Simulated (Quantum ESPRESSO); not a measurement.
A run of Quantum ESPRESSO 7.5 is set up as follows.

scf.in

```
&CONTROL
  calculation = 'scf'
  prefix = 'pwscf'
  outdir = './tmp'
  pseudo_dir = './pseudo'
/
&SYSTEM
  ibrav = 0
  nat = 2
  ntyp = 2
  ecutwfc = 84
  nbnd = 15
  occupations = 'smearing'
  smearing = 'fd'
  degauss = 0.00367493
  force_symmorphic = .true.
/
&ELECTRONS
  conv_thr = 4d-10
  electron_maxstep = 120
  mixing_beta = 0.5
/
ATOMIC_SPECIES
Hf   178.4900 Hf.upf
N     14.0070 N.upf
CELL_PARAMETERS bohr
   0.0000000000    4.2632221372    4.2632221372
   4.2632221372    0.0000000000    4.2632221372
   4.2632221372    4.2632221372    0.0000000000
ATOMIC_POSITIONS bohr
Hf     0.0000000000    0.0000000000    0.0000000000
N      4.2632221372    4.2632221372    4.2632221372
K_POINTS automatic
20 20 20 0 0 0
```

File nscf.in:

```
&CONTROL
  calculation = 'nscf'
  prefix = 'pwscf'
  outdir = './tmp'
  pseudo_dir = './pseudo'
/
&SYSTEM
  ibrav = 0
  nat = 2
  ntyp = 2
  ecutwfc = 84
  nbnd = 39
  occupations = 'smearing'
  smearing = 'fd'
  degauss = 0.00367493
  force_symmorphic = .true.
/
&ELECTRONS
  conv_thr = 1d-08
  diago_full_acc = .true.
  diago_thr_init = 1d-06
/
ATOMIC_SPECIES
Hf   178.4900 Hf.upf
N     14.0070 N.upf
CELL_PARAMETERS bohr
   0.0000000000    4.2632221372    4.2632221372
   4.2632221372    0.0000000000    4.2632221372
   4.2632221372    4.2632221372    0.0000000000
ATOMIC_POSITIONS bohr
Hf     0.0000000000    0.0000000000    0.0000000000
N      4.2632221372    4.2632221372    4.2632221372
K_POINTS automatic
20 20 20 0 0 0
```

Potentials or basis: PseudoDojo 0.4.1 SR PBE standard.

Run with:

```console
$ OMP_NUM_THREADS=1 pw.x -in scf.in > scf.out
$ OMP_NUM_THREADS=1 pw.x -in nscf.in > nscf.out
```

(1) Estimate the band gap on the k mesh, mean-field level.

Results:

(1) none (metal or under the smearing width).
